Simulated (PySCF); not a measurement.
# One shape, several levels: NbH2O3F (SMILES [O]=[Nb]([OH])([OH])[F])

Aim: a comparison of 6 runs (HF/STO-3G, HF/def2-SVP, PBE0/STO-3G, PBE0/def2-SVP, BP86/def2-SVPD, CCSD/def2-SVP) of NbH2O3F. Input form: a Python script.

Program for the calculation: PySCF 2.14.0.

### Step 1. The system as given

NbH2O3F: 7 atoms, total charge 0, spin state singlet. SMILES: `[O]=[Nb]([OH])([OH])[F]`. The coordinates come from a PBE0-D4/def2-TZVP relaxation. This is one conformer, not always the lowest.

Bond lengths: O1–Nb2 1.693 Å, Nb2–O3 1.890 Å, Nb2–O4 1.890 Å, Nb2–F5 1.875 Å, O3–H6 0.958 Å, O4–H7 0.958 Å. Angles: O1–Nb2–O3 108.6°, O1–Nb2–O4 108.7°, O1–Nb2–F5 108.9°, O3–Nb2–O4 109.6°, O3–Nb2–F5 110.5°, O4–Nb2–F5 110.5°, Nb2–O3–H6 130.0°, Nb2–O4–H7 130.1°.

### Step 2. Energy and gradient at HF/STO-3G (run 1)

File calc.py:

```python
import pyscf.grad
from pyscf import gto

molecule = gto.Mole()
molecule.atom = '''
O     -1.414000    -1.076000     0.098600
Nb    -0.291300     0.190600     0.114100
O      1.115400    -0.263100     1.292100
O      0.391200     0.414800    -1.634000
F     -1.149900     1.755500     0.689100
H      1.234900    -1.041000     1.839000
H      0.175000    -0.048600    -2.444600
'''
molecule.verbose = 4
molecule.basis = 'sto-3g'
molecule.spin = 0
molecule.charge = 0
molecule.max_memory = 1860
molecule.build()

mf = molecule.RHF()
mf.conv_tol = 1e-10
mf.kernel()
if not mf.converged:
    mf = mf.newton().run(mf.mo_coeff, mf.mo_occ)

e_final = mf.e_tot
print('E = %.10f Eh' % e_final)
grad = mf.Gradients().kernel()
mf.analyze()
```

Run with:

```bash
$ OMP_NUM_THREADS=1 python calc.py
```

Standard output:

```text
PySCF version 2.14.0

[... 88 lines left out ...]
DFT Exchange-Correlation Energy =     -151.393107389430043
[... 8 lines left out ...]
MO #7   energy= -20.2193919007856  occ= 2
[... 6 lines left out ...]
MO #14  energy= -7.88784150105813  occ= 2
[... 6 lines left out ...]
MO #21  energy= -1.70929833324631  occ= 2
[... 6 lines left out ...]
MO #28  energy= -0.567008999158867 occ= 2
[... 6 lines left out ...]
MO #35  energy= -0.359048894798166 occ= 2
[... 6 lines left out ...]
MO #42  energy= 0.318756508336002  occ= 0
[... 6 lines left out ...]
MO #49  energy= 0.805412979985952  occ= 0
[... 59 lines left out ...]
Dipole moment(X, Y, Z, Debye):  0.78160, -0.99738, -0.42533
```

It took 8.7 s on 1 thread of Intel Xeon at 2.70GHz, shared host; peak memory 0.12 GiB.

### Step 3. Energy and gradient at HF/def2-SVP (core potential) (run 2)

File input.xyz:

```xyz
7
FH2NbO3
O     -1.414000    -1.076000     0.098600
Nb    -0.291300     0.190600     0.114100
O      1.115400    -0.263100     1.292100
O      0.391200     0.414800    -1.634000
F     -1.149900     1.755500     0.689100
H      1.234900    -1.041000     1.839000
H      0.175000    -0.048600    -2.444600
```

File run.py:

```python
import pyscf.grad
from pyscf import gto, scf

mol = gto.M(
    atom='input.xyz',
    verbose=3,
    max_memory=1860,
    basis='def2-svp',
    charge=0,
    ecp={'Nb': 'def2-svp'},
)

mf = scf.RHF(mol)
mf.conv_tol = 1e-10
mf.kernel()
if not mf.converged:
    mf = mf.newton().run(mf.mo_coeff, mf.mo_occ)

etot = mf.e_tot
print(f'total energy: {etot:.8f} hartree')
grad = mf.Gradients().kernel()
mf.analyze()
```

Run with:

```bash
$ OMP_NUM_THREADS=1 python run.py
```

Standard output:

```text
converged SCF energy = -381.504779956474
[... 12 lines left out ...]
MO #1   energy= -26.2769292032791  occ= 2
[... 11 lines left out ...]
MO #13  energy= -0.726244409473334 occ= 2
[... 11 lines left out ...]
MO #25  energy= 0.0664413758754159 occ= 0
[... 11 lines left out ...]
MO #37  energy= 0.394156380218221  occ= 0
[... 11 lines left out ...]
MO #49  energy= 1.20762805705527   occ= 0
[... 11 lines left out ...]
MO #61  energy= 1.52343526015722   occ= 0
[... 11 lines left out ...]
MO #73  energy= 2.04854516079963   occ= 0
[... 11 lines left out ...]
MO #85  energy= 3.2978734576008    occ= 0
[... 11 lines left out ...]
MO #97  energy= 36.767285126003    occ= 0
[... 8 lines left out ...]
Dipole moment(X, Y, Z, Debye):  1.81438, -1.35711, -0.76447
```

It took 12 s on 1 thread of Intel Xeon at 2.70GHz, shared host; peak memory 0.21 GiB.

Run 3 isn't shown in full; the table further down has it.

### Step 4. Energy and forces at PBE0/def2-SVP (core potential) (run 4)

File run.py:

```python
# [O]=[Nb]([OH])([OH])[F]
import pyscf.grad
from pyscf import gto, dft

system = gto.Mole()
system.atom = '''
O     -1.414000    -1.076000     0.098600
Nb    -0.291300     0.190600     0.114100
O      1.115400    -0.263100     1.292100
O      0.391200     0.414800    -1.634000
F     -1.149900     1.755500     0.689100
H      1.234900    -1.041000     1.839000
H      0.175000    -0.048600    -2.444600
'''
system.max_memory = 1860
system.charge = 0
system.basis = 'def2-svp'
system.ecp = {'Nb': 'def2-svp'}
system.verbose = 4
system.build()

myscf = dft.RKS(system)
myscf.xc = 'pbe0'
myscf.conv_tol = 1e-10
myscf.grids.level = 5
myscf.kernel()
if not myscf.converged:
    myscf = myscf.newton().run(myscf.mo_coeff, myscf.mo_occ)

e_tot = myscf.e_tot
print('E(%s) = %.9f' % ('PBE0', e_tot))
grad = myscf.Gradients().kernel()
myscf.analyze()
```

Run with:

```bash
$ OMP_NUM_THREADS=1 python run.py
```

Standard output:

```text
PySCF version 2.14.0

[... 108 lines left out ...]
MO #6   energy= -1.53299591819597  occ= 2
[... 12 lines left out ...]
MO #19  energy= -0.387447835398727 occ= 2
[... 12 lines left out ...]
MO #32  energy= 0.0533288028019846 occ= 0
[... 12 lines left out ...]
MO #45  energy= 0.649011501909886  occ= 0
[... 12 lines left out ...]
MO #58  energy= 1.176632594707     occ= 0
[... 12 lines left out ...]
MO #71  energy= 1.62095124932046   occ= 0
[... 12 lines left out ...]
MO #84  energy= 2.85424289353822   occ= 0
[... 12 lines left out ...]
MO #97  energy= 36.5501822510783   occ= 0
[... 107 lines left out ...]
Dipole moment(X, Y, Z, Debye):  1.64576, -1.42708, -0.73880
```

It took 41 s on 1 thread of Intel Xeon at 2.70GHz, shared host; peak memory 0.96 GiB.

Run 5 isn't shown in full; the table further down has it.

### Step 5. The energy at CCSD/def2-SVP (core potential) (run 6)

File mol.xyz:

```xyz
7
FH2NbO3
O     -1.414000    -1.076000     0.098600
Nb    -0.291300     0.190600     0.114100
O      1.115400    -0.263100     1.292100
O      0.391200     0.414800    -1.634000
F     -1.149900     1.755500     0.689100
H      1.234900    -1.041000     1.839000
H      0.175000    -0.048600    -2.444600
```

File input.py:

```python
from pyscf import gto, scf, cc

mol = gto.M(
    atom='mol.xyz',
    basis='def2-svp',
    ecp={'Nb': 'def2-svp'},
    verbose=3,
    max_memory=1860,
    spin=0,
)

hf = scf.RHF(mol)
hf.conv_tol = 1e-10
hf.kernel()
if not hf.converged:
    hf = hf.newton().run(hf.mo_coeff, hf.mo_occ)

mycc = cc.CCSD(hf, frozen=4)
mycc.kernel()
e_final = mycc.e_tot
print('E(%s) = %.9f' % ('CCSD', e_final))
hf.analyze()
```

Run with:

```bash
$ OMP_NUM_THREADS=1 python input.py
```

Standard output:

```text
converged SCF energy = -381.504779956474
[... 3 lines left out ...]
MO #1   energy= -26.2769292032791  occ= 2
[... 11 lines left out ...]
MO #13  energy= -0.726244409473334 occ= 2
[... 11 lines left out ...]
MO #25  energy= 0.0664413758754159 occ= 0
[... 11 lines left out ...]
MO #37  energy= 0.394156380218221  occ= 0
[... 11 lines left out ...]
MO #49  energy= 1.20762805705527   occ= 0
[... 11 lines left out ...]
MO #61  energy= 1.52343526015722   occ= 0
[... 11 lines left out ...]
MO #73  energy= 2.04854516079963   occ= 0
[... 11 lines left out ...]
MO #85  energy= 3.2978734576008    occ= 0
[... 11 lines left out ...]
MO #97  energy= 36.767285126003    occ= 0
[... 8 lines left out ...]
Dipole moment(X, Y, Z, Debye):  1.81438, -1.35711, -0.76447
```

Run time: 52 s. Hardware: 1 thread of Intel Xeon at 2.70GHz, shared host; peak memory 0.78 GiB.

### Step 6. All runs side by side

```tsv
run	level	core potential	integration grid	energy (Eh)	dipole moment (D) of the reference	HOMO energy (eV)	LUMO energy (eV)	wall time
1	HF/STO-3G	–	–	-4036.988978	1.34	-9.38	6.90	8.7 s
2	HF/def2-SVP (core potential)	def2-svp	–	-381.504780	2.39	-13.98	1.81	12 s
3	PBE0/STO-3G	–	5	-4039.628230	1.28	-4.95	3.44	23 s
4	PBE0/def2-SVP (core potential)	def2-svp	5	-383.338677	2.30	-9.71	-1.13	41 s
5	BP86/def2-SVPD (core potential)	def2-svp	5	-383.819511	2.15	-8.35	-2.35	79 s
6	CCSD/def2-SVP (core potential)	def2-svp	–	-382.573534	2.39	-13.98	1.81	52 s
```

### Step 7. What came out

| quantity | value |
| --- | --- |
| run 6: total energy | -382.57353 Eh |
| run 6: dipole moment (Hartree–Fock density) | 2.39 D |
| run 6: HOMO energy (Hartree–Fock orbitals) | -13.98 eV |
| run 6: LUMO energy (Hartree–Fock orbitals) | 1.81 eV |
| run 6: HOMO–LUMO gap (Hartree–Fock orbitals) | 15.79 eV |
| run 6: correlation energy (4 core orbitals frozen) | -1068.8 mEh |
| run 6: T1 diagnostic | 0.022 |

Over runs 1, 2, 3, 4, 5 the dipole moment (its size) runs from 1.28 D (PBE0/STO-3G) to 2.39 D (HF/def2-SVP). The two ends differ in method and basis and core potential. Over runs 1, 2, 3, 4, 5 the HOMO–LUMO gap runs from 5.99 eV (BP86/def2-SVPD) to 16.28 eV (HF/STO-3G). Totals of different functionals can't be ranked against each other. Some runs of one species differ in core potentials or relativity; totals across that change don't compare. In runs 1, 3 the basis is minimal, so the values are rough. In runs 1, 3 relativity is left out where basis or elements ask for it. All runs together took 3.6 min, the longest 79 s.
